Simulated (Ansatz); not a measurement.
# TaRu (210): surface energy and levels

The task, for TaRu: find the bulk's equilibrium cell, then compute energy, relaxation and work function or band edges of the (210) face.

Computed with Ansatz 0.2.0 (DFT PBEsol, scalar-relativistic, plane waves, PAW, unless a step's input says otherwise).

## Step 1: The starting structure

The structure is tetragonal, space group P4/mmm (No. 123). The conventional cell has a = 3.053 Å, b = 3.053 Å, c = 3.389 Å, α = 90.00°, β = 90.00°, γ = 90.00°. Ta (site symmetry 4/mmm) is surrounded by 8 Ru at 2.74 Å and 4 Ta at 3.05 Å. Around Ru (site symmetry 4/mmm) lie 8 Ta at 2.74 Å and 4 Ru at 3.05 Å.

As a file:

```
CELL_PARAMETERS angstrom
3.05300 0.00000 0.00000
0.00000 3.05300 0.00000
0.00000 0.00000 3.38900
ATOMIC_POSITIONS crystal
Ta 0.50000 0.50000 0.50000
Ru 0.00000 0.00000 0.00000
```

The structure comes from the Crystallography Open Database.

## Step 2: Quick check of gap, pressure and forces

Contents of input.yaml:

```yaml
crystal:
  lattice:
    - [3.0529993009, 0.0, 0.0]
    - [0.0, 3.0529993009, 0.0]
    - [0.0, 0.0, 3.3889992239]
  atoms:
    - { symbol: Ta, position: [0.5, 0.5, 0.5] }
    - { symbol: Ru, position: [0.0, 0.0, 0.0] }
basis:
  ecutwfc: 420
kpoints:
  mp_grid: { grid: [6, 6, 6] }
hamiltonian:
  xc: pbesol
scf:
  occupations: { method: gaussian, width: 0.1 }
output:
  forces: true
  stress: true
  eigenvalues: true
```

Started as:

```
> ansatz run input.yaml --threads 8 --pin off --max-ram 15360MiB --backend cpu --events-out ev --progress --plain --runs-dir out
```

The program printed, cut to the lines that bear on the results:

```text
Warning: RAYON_NUM_THREADS=8 ignored (pool sized by the plan → 8); use --threads N
[...]
Pseudopotentials: kind: paw
Pseudopotential: Ta, paw, valence charge 13, recommended cutoff 420 eV (normal), Ta.paw.azcp
Pseudopotential: Ru, paw, valence charge 16, recommended cutoff 420 eV (normal), Ru.paw.azcp
Functional definition: PBEsol
[...]
Crystal: 2 atoms, lattice volume = 31.588 Å³
Basis set: ecut = 420 eV, 643 PW (Γ), exchange–correlation on 48×48×48 points (8 copies of the dense FFT grid, shifted against one another)
Bands: 19, of which v1, the nominal top of the filled ones, is band 15 counted from 1 (14 counted from 0)
Symmetry: 16 space group operations
Space group: P4/mmm (ITA 123), of the structure as read, at distance tolerance 3.2e-5 Å
[...]
SCF converged after 6 iterations
Free energy (F): -15623.583714 eV
[...]
E sigma→0 (E₀):  -15623.578958 eV
Entropy (-TS):   -0.009512 eV (-4.756 meV/atom)
Fermi energy:    21.341045 eV
[...]
--- Forces (eV/Å), atoms counted from 1 ---
  atom   1  Ta    -0.00000000     0.00000000     0.00000000
  atom   2  Ru     0.00000000     0.00000000     0.00000000
[...]
--- Stress (GPa, compression-positive) ---
       -5.946624       0.000000       0.000000
        0.000000      -5.946624       0.000000
        0.000000       0.000000      -4.620580
  P = ⅓ Tr σ = -5.5046 GPa (-55.046 kbar)
--- Band table (eV; the first three rows and the last of 40) ---
  k-point 0: bands = ["-51.6339", "-47.0197", "-21.6557", "-21.6068", "-21.6068", "-13.4381", "-13.3164", "-13.3164", "12.5960", "15.4106", "15.6261", "18.9033", "18.9033", "19.7558", "21.7210", "23.0681", "25.6337", "25.7490", "25.7490"]
[...]
```

It took 0.26 s on 8 threads of AMD EPYC 9R45 (Zen 5), shared host; peak memory 0.4 GiB.

The probe gives pressure -5.5 GPa, largest force 0.00 eV/Å, gap on this mesh none (metal). The gap decides the next run's mesh: 14×14×12 points.

## Step 3: Full relaxation

Edit input.yaml of step 2 so:

```diff
@@ -11,3 +11,3 @@
 kpoints:
-  mp_grid: { grid: [6, 6, 6] }
+  mp_grid: { grid: [14, 14, 12] }
 hamiltonian:
@@ -20 +20,6 @@
   eigenvalues: true
+relax:
+  adjacent_minimum: "off"
+  f_tol: 0.005
+  max_steps: 80
+  cell: { stress_tol: 0.05 }
```

Started as:

```
> ansatz run input.yaml --threads 8 --pin off --max-ram 15360MiB --backend cpu --events-out ev --progress --plain --runs-dir out
```

The program printed:

```text
Warning: RAYON_NUM_THREADS=8 ignored (pool sized by the plan → 8); use --threads N
Engine: ansatz 0.2.0, x86_64-unknown-linux-gnu
[... 4 set-up lines as earlier in the session ...]
  exchange = pbesol_x
  correlation = pbesol_c
Crystal: 2 atoms, lattice volume = 31.588 Å³
Basis set: ecut = 420 eV, 643 PW (Γ), exchange–correlation on 48×48×48 points (8 copies of the dense FFT grid, shifted against one another)
Bands: 19, of which v1, the nominal top of the filled ones, is band 15 counted from 1 (14 counted from 0)
[... 2 set-up lines as earlier in the session ...]
k-points: 252 of 2352
Non-local potential: Ta, projectors of the file, l = 0: 3, l = 1: 2, l = 2: 2, l = 3: 1
Non-local potential: Ru, projectors of the file, l = 0: 3, l = 1: 2, l = 2: 2, l = 3: 1
PAW form: soft (Blöchl's): semilocal exchange-correlation on the pseudo side does not see the compensation charge
PAW frozen core: Ta, regenerated for the run's functional, and the local potential with it (the file was generated under x = pbe(κ = 0.804, μ = 0.2195149727645171), c = pbe(β = 0.06672455060314922))
PAW frozen core: Ru, regenerated for the run's functional, and the local potential with it (the file was generated under x = pbe(κ = 0.804, μ = 0.2195149727645171), c = pbe(β = 0.06672455060314922))
PAW one-centre angular grid: Ta, 590 points (default); XC on 64 Gauss nodes
PAW one-centre angular grid: Ru, 590 points (default); XC on 64 Gauss nodes
Initial density: superposition of atomic densities (neutral atoms: chi_scale 0, normalization atom), corrected by the library's trained network
Initial wavefunctions: pseudopotential atomic-orbital guess
Functional: x = pbesol(κ = 0.804, μ = 0.12345679012345678), c = pbesol(β = 0.046)
SCF iter   1: F=—  HF=-15623.586033 eV  |F-HF|=—  |Δ(HF+E_count)|=         —  Δρ=8.80e-3  dr2=2.96e-2  ethr=1.77e-3  ⟨swp⟩=5.1  Hψ=20161  notcnv=0
preconditioner: auto → none  [metal: Δε(μ)=0.023 eV  Ē_g=5.568 eV  σ=0.100 eV  W_gap=0.13  n_scr=6 (ndim 8)  ℏωp=23.8 eV  f_vac=0.000  D(μ)=1.68/eV (n_scr^D=18)  sad-step TF]
SCF iter   2: F=—  HF=-15623.583907 eV  |F-HF|=—  |Δ(HF+E_count)|=   2.13e-3  Δρ=4.94e-3  dr2=1.04e-2  ethr=1.02e-4  ⟨swp⟩=1.4  Hψ=7009  notcnv=0
SCF iter   3: F=—  HF=-15623.582552 eV  |F-HF|=—  |Δ(HF+E_count)|=   1.36e-3  Δρ=6.71e-4  dr2=1.68e-4  ethr=3.58e-5  ⟨swp⟩=1.8  Hψ=5756  notcnv=0
SCF iter   4: F=—  HF=-15623.582530 eV  |F-HF|=—  |Δ(HF+E_count)|=   2.17e-5  Δρ=1.13e-4  dr2=1.48e-6  ethr=5.78e-7  ⟨swp⟩=2.0  Hψ=7411  notcnv=0
SCF iter   5: F=—  HF=-15623.582551 eV  |F-HF|=—  |Δ(HF+E_count)|=   2.05e-5  Δρ=1.96e-5  dr2=1.49e-7  ethr=5.10e-9  ⟨swp⟩=2.0  Hψ=8279  notcnv=0
SCF iter   6: F=-15623.582550 eV  HF=-15623.582550 eV  |F-HF|=2.66e-9  |Δ(HF+E_count)|=   3.86e-8  Δρ=3.37e-6  dr2=3.49e-9  ethr=3.45e-10  ⟨swp⟩=4.8  Hψ=17313  notcnv=0
the search or the solves at the SCF's close seem to have found levels that the self-consistency loop had missed (the run counts 2). By its estimate they hold under 1e-12 electrons; where the run keeps them, the occupations were computed again with them
SCF 1 converged in 6 iterations: F = -15623.582550 eV  dr2 = 3.49e-9
relax step   1: F+E_penalty+E_count = -15623.58255048 eV  Δ(F+E_penalty+E_count) = +0.000e0 eV  max|allowed force component| = 1.972e-31 eV/Å  Δτ_max = 0.0000 Å  P = -5.235 GPa  Ω = 31.588 Å³  (6 SCF iters, dr2 threshold 1.00e-7 eV, accepted)
Crystal: 2 atoms, lattice volume = 29.562 Å³
Basis set: ecut = 420 eV, 575 PW (Γ), exchange–correlation on 48×48×48 points (8 copies of the dense FFT grid, shifted against one another)
Initial density: handed on by an earlier stage of this run
Initial wavefunctions: those handed on with the density
iter 1 solved again at ethr=5.41e-4 eV; its pass at ethr=3.10e-3 eV (dr2=1.57e-1 eV) is discarded
SCF iter   1: F=—  HF=-15623.550216 eV  |F-HF|=—  |Δ(HF+E_count)|=         —  Δρ=1.69e-2  dr2=1.56e-1  ethr=5.41e-4  ⟨swp⟩=1.0  Hψ=26040  notcnv=0
preconditioner: auto → none  [metal: Δε(μ)=0.008 eV  Ē_g=5.948 eV  σ=0.100 eV  W_gap=0.04  n_scr=6 (ndim 8)  ℏωp=24.6 eV  f_vac=0.000  D(μ)=1.65/eV (n_scr^D=18)]
SCF iter   2: F=—  HF=-15623.534643 eV  |F-HF|=—  |Δ(HF+E_count)|=   1.56e-2  Δρ=6.65e-3  dr2=2.52e-2  ethr=5.36e-4  ⟨swp⟩=1.0  Hψ=4791  notcnv=0
SCF iter   3: F=—  HF=-15623.531249 eV  |F-HF|=—  |Δ(HF+E_count)|=   3.39e-3  Δρ=1.32e-3  dr2=7.32e-4  ethr=8.68e-5  ⟨swp⟩=1.2  Hψ=4862  notcnv=0
SCF iter   4: F=—  HF=-15623.531166 eV  |F-HF|=—  |Δ(HF+E_count)|=   8.25e-5  Δρ=2.35e-4  dr2=8.39e-6  ethr=2.53e-6  ⟨swp⟩=2.0  Hψ=7933  notcnv=0
SCF iter   5: F=—  HF=-15623.531181 eV  |F-HF|=—  |Δ(HF+E_count)|=   1.52e-5  Δρ=3.62e-5  dr2=2.25e-7  ethr=2.89e-8  ⟨swp⟩=2.3  Hψ=6298  notcnv=0
SCF iter   6: F=-15623.531181 eV  HF=-15623.531181 eV  |F-HF|=1.04e-9  |Δ(HF+E_count)|=   1.84e-8  Δρ=5.87e-6  dr2=3.45e-9  ethr=6.90e-10  ⟨swp⟩=5.1  Hψ=20992  notcnv=0
SCF 2 converged in 6 iterations: F = -15623.531181 eV  dr2 = 3.45e-9
relax step   2: F+E_penalty+E_count = -15623.53118136 eV  Δ(F+E_penalty+E_count) = +5.137e-2 eV  max|allowed force component| = 6.311e-30 eV/Å  Δτ_max = 0.0000 Å  P = +14.104 GPa  Ω = 29.562 Å³  energy of the carried Pulay correction = +7.290e-4 eV  (6 SCF iters, dr2 threshold 2.00e-7 eV, rejected (line search))
Crystal: 2 atoms, lattice volume = 31.016 Å³
Basis set: ecut = 420 eV, 595 PW (Γ), exchange–correlation on 48×48×48 points (8 copies of the dense FFT grid, shifted against one another)
iter 1 solved again at ethr=3.04e-4 eV; its pass at ethr=3.10e-3 eV (dr2=8.81e-2 eV) is discarded
SCF iter   1: F=—  HF=-15623.605192 eV  |F-HF|=—  |Δ(HF+E_count)|=         —  Δρ=1.23e-2  dr2=8.83e-2  ethr=3.04e-4  ⟨swp⟩=1.0  Hψ=29240  notcnv=0
preconditioner: auto → none  [metal: Δε(μ)=0.008 eV  Ē_g=5.728 eV  σ=0.100 eV  W_gap=0.05  n_scr=6 (ndim 8)  ℏωp=24.0 eV  f_vac=0.000  D(μ)=1.51/eV (n_scr^D=18)]
SCF iter   2: F=—  HF=-15623.595979 eV  |F-HF|=—  |Δ(HF+E_count)|=   9.21e-3  Δρ=4.48e-3  dr2=1.21e-2  ethr=3.04e-4  ⟨swp⟩=1.0  Hψ=4795  notcnv=0
SCF iter   3: F=—  HF=-15623.594183 eV  |F-HF|=—  |Δ(HF+E_count)|=   1.80e-3  Δρ=1.08e-3  dr2=4.89e-4  ethr=4.17e-5  ⟨swp⟩=1.3  Hψ=5094  notcnv=0
SCF iter   4: F=—  HF=-15623.594099 eV  |F-HF|=—  |Δ(HF+E_count)|=   8.42e-5  Δρ=2.10e-4  dr2=5.85e-6  ethr=1.69e-6  ⟨swp⟩=2.0  Hψ=7745  notcnv=0
SCF iter   5: F=—  HF=-15623.594117 eV  |F-HF|=—  |Δ(HF+E_count)|=   1.81e-5  Δρ=3.10e-5  dr2=3.85e-7  ethr=2.02e-8  ⟨swp⟩=2.1  Hψ=6600  notcnv=0
SCF iter   6: F=—  HF=-15623.594117 eV  |F-HF|=—  |Δ(HF+E_count)|=   1.02e-7  Δρ=5.01e-6  dr2=3.72e-9  ethr=1.33e-9  ⟨swp⟩=2.2  Hψ=6383  notcnv=0
SCF iter   7: F=—  HF=-15623.594117 eV  |F-HF|=—  |Δ(HF+E_count)|=  3.64e-10  Δρ=1.62e-6  dr2=5.21e-10  ethr=1.28e-11  ⟨swp⟩=2.0  Hψ=8144  notcnv=0
SCF iter   8: F=-15623.594117 eV  HF=-15623.594117 eV  |F-HF|=1.82e-12  |Δ(HF+E_count)|=  3.64e-11  Δρ=1.76e-7  dr2=6.25e-12  ethr=1.00e-12  ⟨swp⟩=4.3  Hψ=23167  notcnv=0
the search or the solves at the SCF's close seem to have found levels that the self-consistency loop had missed (the run counts 3). By its estimate they hold under 1e-12 electrons; where the run keeps them, the occupations were computed again with them
SCF 3 converged in 8 iterations: F = -15623.594117 eV  dr2 = 6.25e-12
relax step   3: F+E_penalty+E_count = -15623.59411661 eV  Δ(F+E_penalty+E_count) = -1.157e-2 eV  max|allowed force component| = 1.200e-28 eV/Å  Δτ_max = 0.0000 Å  P = -0.450 GPa  Ω = 31.016 Å³  energy of the carried Pulay correction = +2.015e-4 eV  (8 SCF iters, accepted)
Crystal: 2 atoms, lattice volume = 30.964 Å³
iter 1 solved again at ethr=3.53e-7 eV; its pass at ethr=3.10e-3 eV (dr2=1.02e-4 eV) is discarded
SCF iter   1: F=—  HF=-15623.594213 eV  |F-HF|=—  |Δ(HF+E_count)|=         —  Δρ=4.23e-4  dr2=1.00e-4  ethr=3.53e-7  ⟨swp⟩=2.0  Hψ=24542  notcnv=0
preconditioner: auto → none  [metal: Δε(μ)=0.019 eV  Ē_g=5.695 eV  σ=0.100 eV  W_gap=0.11  n_scr=6 (ndim 8)  ℏωp=24.1 eV  f_vac=0.000  D(μ)=1.54/eV (n_scr^D=18)]
SCF iter   2: F=—  HF=-15623.594223 eV  |F-HF|=—  |Δ(HF+E_count)|=   9.72e-6  Δρ=1.58e-4  dr2=1.41e-5  ethr=3.45e-7  ⟨swp⟩=1.0  Hψ=4796  notcnv=0
SCF iter   3: F=—  HF=-15623.594221 eV  |F-HF|=—  |Δ(HF+E_count)|=   2.07e-6  Δρ=4.40e-5  dr2=8.18e-7  ethr=4.87e-8  ⟨swp⟩=1.1  Hψ=4811  notcnv=0
iter 4 did not close the SCF: its close was put off for the readings that it lacked (scf_convergence_deferred on its scf_iter line)
SCF iter   4: F=-15623.594221 eV  HF=-15623.594221 eV  |F-HF|=9.66e-9  |Δ(HF+E_count)|=   1.20e-7  Δρ=8.29e-6  dr2=1.58e-8  ethr=2.82e-9  ⟨swp⟩=2.1  Hψ=6582  notcnv=0
iter 5 did not close the SCF: its close was put off for the readings that it lacked (scf_convergence_deferred on its scf_iter line)
SCF iter   5: F=-15623.594221 eV  HF=-15623.594221 eV  |F-HF|=8.15e-10  |Δ(HF+E_count)|=   5.29e-9  Δρ=2.13e-6  dr2=1.15e-9  ethr=5.44e-11  ⟨swp⟩=2.0  Hψ=8202  notcnv=0
SCF iter   6: F=-15623.594221 eV  HF=-15623.594221 eV  |F-HF|=2.00e-11  |Δ(HF+E_count)|=  1.91e-10  Δρ=3.39e-7  dr2=1.86e-11  ethr=3.96e-12  ⟨swp⟩=1.1  Hψ=12826  notcnv=0
SCF 4 converged in 6 iterations: F = -15623.594221 eV  dr2 = 1.86e-11
relax step   4: F+E_penalty+E_count = -15623.59422063 eV  Δ(F+E_penalty+E_count) = -1.040e-4 eV  max|allowed force component| = 0.000e0 eV/Å  Δτ_max = 0.0000 Å  P = +0.015 GPa  Ω = 30.964 Å³  energy of the carried Pulay correction = +2.204e-4 eV  (6 SCF iters, dr2 threshold 2.00e-7 eV, accepted)
Initial wavefunctions: pseudopotential atomic-orbital guess (no wavefunctions were taken with the density)
iter 1 solved again at ethr=2.98e-8 eV; its pass at ethr=3.10e-3 eV (dr2=8.63e-6 eV) is discarded
SCF iter   1: F=—  HF=-15623.593985 eV  |F-HF|=—  |Δ(HF+E_count)|=         —  Δρ=4.25e-5  dr2=7.91e-8  ethr=2.98e-8  ⟨swp⟩=3.1  Hψ=34538  notcnv=0
preconditioner: auto → none  [metal: Δε(μ)=0.022 eV  Ē_g=5.696 eV  σ=0.100 eV  W_gap=0.12  n_scr=6 (ndim 8)  ℏωp=24.1 eV  f_vac=0.000  D(μ)=1.54/eV (n_scr^D=18)]
SCF iter   2: F=—  HF=-15623.594003 eV  |F-HF|=—  |Δ(HF+E_count)|=   1.83e-5  Δρ=2.00e-5  dr2=1.47e-8  ethr=2.73e-10  ⟨swp⟩=2.2  Hψ=8134  notcnv=0
SCF iter   3: F=—  HF=-15623.594003 eV  |F-HF|=—  |Δ(HF+E_count)|=   9.56e-9  Δρ=2.92e-6  dr2=6.03e-10  ethr=5.08e-11  ⟨swp⟩=2.5  Hψ=8414  notcnv=0
iter 4 did not close the SCF: its close was put off for the readings that it lacked (scf_convergence_deferred on its scf_iter line)
SCF iter   4: F=-15623.594003 eV  HF=-15623.594003 eV  |F-HF|=1.27e-11  |Δ(HF+E_count)|=  3.04e-10  Δρ=4.91e-7  dr2=1.99e-11  ethr=2.08e-12  ⟨swp⟩=2.9  Hψ=8713  notcnv=0
iter 5 did not close the SCF: its close was put off for the readings that it lacked (scf_convergence_deferred on its scf_iter line)
SCF iter   5: F=-15623.594003 eV  HF=-15623.594003 eV  |F-HF|=0.00e0  |Δ(HF+E_count)|=  1.64e-11  Δρ=6.59e-8  dr2=1.23e-12  ethr=1.00e-12  ⟨swp⟩=1.0  Hψ=4788  notcnv=0
iter 6 did not close the SCF: its close was put off for the readings that it lacked (scf_convergence_deferred on its scf_iter line)
SCF iter   6: F=-15623.594003 eV  HF=-15623.594003 eV  |F-HF|=1.82e-12  |Δ(HF+E_count)|=  3.64e-12  Δρ=9.33e-9  dr2=2.38e-14  ethr=1.00e-12  ⟨swp⟩=1.0  Hψ=4788  notcnv=0
iter 7 did not close the SCF: its close was put off for the readings that it lacked (scf_convergence_deferred on its scf_iter line)
SCF iter   7: F=-15623.594003 eV  HF=-15623.594003 eV  |F-HF|=1.82e-12  |Δ(HF+E_count)|=    0.00e0  Δρ=2.87e-9  dr2=2.56e-15  ethr=1.00e-12  ⟨swp⟩=1.0  Hψ=4788  notcnv=0
SCF iter   8: F=-15623.594003 eV  HF=-15623.594003 eV  |F-HF|=1.82e-12  |Δ(HF+E_count)|=  1.82e-12  Δρ=7.76e-10  dr2=1.99e-16  ethr=1.00e-12  ⟨swp⟩=2.8  Hψ=14611  notcnv=0
SCF 5 converged in 8 iterations: F = -15623.594003 eV  dr2 = 1.99e-16
relax step   5: F+E_penalty+E_count = -15623.59400322 eV  Δ(F+E_penalty+E_count) = +2.174e-4 eV  max|allowed force component| = 1.775e-30 eV/Å  Δτ_max = 0.0000 Å  P = +0.014 GPa  Ω = 30.964 Å³  stress off target by 1.98e-2 GPa  SCF on the basis re-selected at this cell (its energy is not comparable with the rows above)  (8 SCF iters)
basis re-selected at this cell: Δ(F+E_penalty+E_count) = +2.174e-4 eV, ΔP = -0.001 GPa vs the last step (what re-selecting the basis moved, of the pressure what is left beyond the Pulay correction that the steps carried, after the strain that the cell walked since its last selection, with what the two solves' SCF thresholds leave and, on support functions, any second-order correction that the steps lacked; it is no measure of the basis error at this ecutwfc). This SCF's stress stands 1.98e-2 GPa from its target on what of the cell is left free (relax.cell.stress_tol is 5.00e-2 GPa) and its largest allowed force component is 1.77e-30 eV/Å (relax.f_tol is 5.00e-3 eV/Å): within both
SCF converged after 8 iterations
Free energy (F): -15623.594003 eV
Harris-Foulkes:  -15623.594003 eV  (|F-HF|=1.82e-12)
Internal energy: -15623.586306 eV  (E = F + TS)
E sigma→0 (E₀):  -15623.590155 eV
Entropy (-TS):   -0.007697 eV (-3.848 meV/atom)
Fermi energy:    21.742774 eV
--- Per-component energies (eV) ---
  E_band       = -161.340111
  E_kinetic    = 881.775857
  E_local      = -1895.240924  (includes V_loc(G=0)·N_el)
  E_nonlocal   = 362.175451
  E_hartree    = 635.665262
  E_xc         = -407.197310
  E_vxc        = -443.446119  (∫ρ·V_xc dr)
  E_paw        = -11672.180599  (= ΣΔE_a)
  E_vpaw       = -337.934832  (= ΣTr[D̂ρ^β])
  E_aug_tail   = -0.000068  (compensation charges beyond the density's cutoff)
  E_ewald      = -3529.050917
  E_core_change = 0.466942  (= ΣΔE_core)
  E_smearing   = -0.007697  (= −TS)
  E_closure    = -0.000000  (closes the sum)
  Σ components = -15623.594003   (vs F -15623.594003, Δ=0.00e0)
--- Forces (eV/Å), atoms counted from 1 ---
  atom   1  Ta     0.00000000     0.00000000     0.00000000
  atom   2  Ru    -0.00000000    -0.00000000     0.00000000
  max |Σ_I F_I| component: 2.76e-30 eV/Å
--- Stress (GPa, compression-positive) ---
        0.019808       0.000000       0.000000
        0.000000       0.019808       0.000000
        0.000000       0.000000       0.001433
  P = ⅓ Tr σ = 0.0137 GPa (0.137 kbar)
--- Band table (eV; the first three rows and the last of 252) ---
  k-point 0: bands = ["-51.0937", "-46.5129", "-21.1258", "-21.0706", "-21.0706", "-12.9531", "-12.7964", "-12.7964", "12.9940", "15.7522", "15.9986", "19.3608", "19.3608", "20.3110", "22.1572", "23.6477", "26.2443", "26.3694", "26.3694"]
  k-point 1: bands = ["-51.0934", "-46.5129", "-21.1279", "-21.0698", "-21.0698", "-12.9673", "-12.7974", "-12.7974", "13.1303", "15.8467", "16.0659", "19.3842", "19.3842", "20.3481", "21.9922", "23.6219", "25.9756", "25.9756", "26.1634"]
  k-point 2: bands = ["-51.0923", "-46.5128", "-21.1337", "-21.0676", "-21.0676", "-13.0058", "-12.7999", "-12.7999", "13.5271", "16.1098", "16.2654", "19.4561", "19.4561", "20.4539", "21.5382", "23.5104", "25.1254", "25.1254", "25.9403"]
  k-point 251: bands = ["-51.0608", "-46.4614", "-21.2204", "-21.2204", "-21.1271", "-13.2496", "-13.2496", "-13.0584", "17.8362", "18.3245", "18.3245", "18.4437", "19.1750", "19.1750", "21.4164", "22.1473", "25.5506", "27.1458", "29.5369"]
--- Relaxed structure (4 steps of the walk, 3 accepted, 1 SCFs on fresh bases) ---
  F+E_penalty+E_count = -15623.59400322 eV   max|allowed force component| = 1.775e-30 eV/Å   (the final SCF, on the basis selected at the relaxed cell)
  cell:  # Å, volume = 30.9636 Å³
    - [3.023456565566622, 1.3950405370668536e-34, 0.0]
    - [1.8600540494224716e-34, 3.023456565566622, 0.0]
    - [0.0, 0.0, 3.3872292517800036]
  atoms:
    - { symbol: Ta, position: [0.5, 0.5, 0.5] }
    - { symbol: Ru, position: [-1.5401174189273625e-38, 1.256727927116218e-88, 0.0] }
```

It took 2.5 s on 8 threads of AMD EPYC 9R45 (Zen 5), shared host; peak memory 0.53 GiB.

The steps of the relaxation:

| step | energy from step 1 (eV/cell) | largest force component (eV/Å) | pressure (GPa) | volume (Å³) |
| --- | --- | --- | --- | --- |
| 1 | 0.0000 | 0.0000 | -5.23 | 31.59 |
| 2 | 0.0514 | 0.0000 | 14.10 | 29.56 |
| 3 | -0.0116 | 0.0000 | -0.45 | 31.02 |
| 4 | -0.0117 | 0.0000 | 0.01 | 30.96 |
| 5 | -0.0115 | 0.0000 | 0.01 | 30.96 |

Step 1 is the start. Step 5 repeats the geometry before it on a plane-wave basis chosen anew for that cell, so its energy need not be comparable with the rows above. Step 2 was tried and not accepted.

|  | before | after | change |
| --- | --- | --- | --- |
| a (Å) | 3.053 | 3.023 | -1.0 % |
| b (Å) | 3.053 | 3.023 | -1.0 % |
| c (Å) | 3.389 | 3.387 | -0.1 % |
| volume (Å³/atom) | 15.79 | 15.48 | -2.0 % |
| shortest distance (Å) | 2.744 | 2.727 | -0.6 % |
| space group (0.01 Å) | P4/mmm | P4/mmm | same |

The run keeps the 16 symmetry operations of the start, so it could not have lowered the symmetry.

## Step 4: The bulk in the cell of the plane

Contents of input.yaml:

```yaml
crystal:
  lattice:
    - [3.3872292518, 0.0, 0.0]
    - [0.0, 6.7606544076, 0.0]
    - [0.0, 2.7042617631, 1.3521308815]
  atoms:
    - { symbol: Ta, position: [0.5, 0.5, 0.5] }
    - { symbol: Ru, position: [0.0, 0.0, 0.0] }
basis:
  ecutwfc: 420
kpoints:
  mp_grid: { grid: [10, 5, 25] }
hamiltonian:
  xc: pbesol
scf:
  occupations: { method: gaussian, width: 0.1 }
output:
  forces: true
  stress: true
  eigenvalues: true
```

Started as:

```
> ansatz run input.yaml --threads 8 --pin off --max-ram 15360MiB --backend cpu --events-out ev --progress --plain --runs-dir out
```

The program printed, cut to the lines that bear on the results:

```text
Warning: crystal.symmetry: narrowed to the stabiliser of the k-point mesh — unitary ops 16 → 8; excluded 8 operations that carry a point of the 10×5×25 mesh (shift [0, 0, 0]) off the mesh (the run samples exactly the mesh kpoints.mp_grid names, as under crystal.symmetry.detect: false, and [...]
Warning: RAYON_NUM_THREADS=8 ignored (pool sized by the plan → 8); use --threads N
[...]
[... 3 set-up lines as earlier in the session ...]
[...]
Fermi energy:    21.746774 eV
[...]
--- Forces (eV/Å), atoms counted from 1 ---
  atom   1  Ta    -0.00000000     0.00000000     0.00000000
  atom   2  Ru     0.00000000    -0.00000000     0.00000000
[...]
--- Stress (GPa, compression-positive) ---
       -0.299940       0.000000       0.000000
       -0.000000       0.500573       0.000000
        0.000000      -0.000000       0.500573
  P = ⅓ Tr σ = 0.2337 GPa (2.337 kbar)
--- Band table (eV; the first three rows and the last of 192) ---
  k-point 0: bands = ["-51.0947", "-46.5216", "-21.1277", "-21.0707", "-21.0707", "-12.9601", "-12.8049", "-12.8049", "12.9937", "15.7520", "15.9988", "19.3594", "19.3594", "20.3113", "22.1540", "23.6452", "26.2384", "26.3652", "26.3652"]
[...]
```

Wall time 0.44 s (8 threads of AMD EPYC 9R45 (Zen 5), shared host); peak memory 0.47 GiB.

Bulk reference and slab share their plane, in-plane mesh and smearing. Its energy with the smearing taken to zero: -7811.7929 eV/atom.

[end of part 1 of 3]
